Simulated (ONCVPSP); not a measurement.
**An ONCV potential for O, from input to tests**

Do these settings give a usable potential? It is generated, then checked for transferability, scattering, ghosts and hardness.

Method: ONCVPSP 4.0.1.1 (patched build), PBE, scalar-relativistic.

## Step 1: The design

The settings as typed:

* element: oxygen (O, Z = 8)
* type: optimised norm-conserving Vanderbilt (ONCV)
* frozen core: [He]
* valence charge: 6
* reference configuration: 2s2 2p4
* partial waves: 2s: rc 0.60 bohr, ncon 4, nbas 8, qcut 12.6 1/bohr, 2 projectors, debl 1.5 Ha; 2p: rc 1.50 bohr, ncon 3, nbas 7, qcut 8.6 1/bohr, 2 projectors, debl 3.1 Ha; d scattering state at 0.27 Ha: rc 1.65 bohr, ncon 3, nbas 7, qcut 5.1 1/bohr, 2 projectors, debl 1.5 Ha
* local potential: polynomial inside 0.40 bohr (lpopt 1, dvloc0 6 Ha)
* core correction: Teter function fitted to the true core (icmod 2), fcfact 0.55

The nodes and maxima of the atom's own shells, from an earlier all-electron run, set the scale for the radii.

All-electron outer shells of the reference configuration (PBE, scalar-relativistic, ld1.x):

```csv
shell,level (eV),outermost node (bohr),outermost maximum (bohr)
1s,-514.70,–,0.13
2s,-23.96,0.28,0.87
2p,-9.03,–,0.82
```

## Step 2: Generating the potential

O.dat

```
# ATOM AND REFERENCE CONFIGURATION
# atsym  z   nc   nv     iexc    psfile
  O 8.00    1    2        4      upf
#
#   n    l    f
    1    0    2.00
    2    0    2.00
    2    1    4.00
#
# PSEUDOPOTENTIAL AND OPTIMIZATION
# lmax
    2
#
#   l,   rc,      ep,       ncon, nbas, qcut
    0    0.60    0.00    4    8   12.60
    1    1.50    0.00    3    7    8.60
    2    1.65    0.27    3    7    5.10
#
# LOCAL POTENTIAL
# lloc, lpopt,  rc(5),   dvloc0
    4    1    0.40    6.00
#
# VANDERBILT-KLEINMAN-BYLANDER PROJECTORs
# l, nproj, debl
    0    2    1.50
    1    2    3.10
    2    2    1.50
#
# MODEL CORE CHARGE
# icmod, fcfact, rcfact
    2    0.55    0.70
#
# LOG DERIVATIVE ANALYSIS
# epsh1, epsh2, depsh
   -2.00    5.00    0.02
#
# OUTPUT GRID
# rlmax, drl
    6.00    0.01
#
# TEST CONFIGURATIONS
# ncnf
    4
# nvcnf
#   n    l    f
    2
    2    0    2.00
    2    1    3.00
#
    2
    2    0    2.00
    2    1    2.00
#
    2
    2    0    2.00
    2    1    1.00
#
    2
    2    0    2.00
    2    1    0.00
#
```

Command:

```
oncvpsp.x < O.dat > O.out
```

Before running it: what results should come out? Wanted: cutoffs for 1 and 0.1 mHa per electron, occupied waves; bound ghosts; GHOST(+) flags; largest test error; largest phase difference near zero energy, channels read; rms error of d²Exc/dn², without and with the model core.

The runs gave:

| quantity | value |
| --- | --- |
| cutoffs for 1 and 0.1 mHa per electron, occupied waves | 124 Ha and 457 Ha |
| bound ghosts | s at -407.69 eV |
| GHOST(+) flags | none at low energy |
| largest test error (AE − PS) | +2857 meV, for 2s2 2p0 |
| largest phase difference near zero energy, channels read | 3.140 rad |
| rms error of d²Exc/dn², without and with the model core | 1.72 and 1.88 mHa |

A bound ghost (s) makes it unfit for use: electrons can fall into a state that the atom doesn't have. The worst unpolarised test, 2s2 2p0, is off by 2857 meV on 180.8 eV; by total energies transferability rates as poor. That test lies far up in energy; among those under 40 eV, nearer to bonding, the largest error is 32 meV. It counts as very hard, with 124 Ha needed at the looser tolerance. The tighter tolerance needs 457 Ha, and converged work needs a cutoff nearer that. At the looser tolerance the 2s wave is the slowest; 2p needs 26 Ha. Near zero energy the largest phase difference among the channels read is 3.14 rad, in the d channel. A step near π is an extra or missing state, not a misfit of shape. The pseudo curves have a pole with no partner nearby in the atom's: d at -0.00 Ha. All of this concerns the isolated atom, not yet a solid.
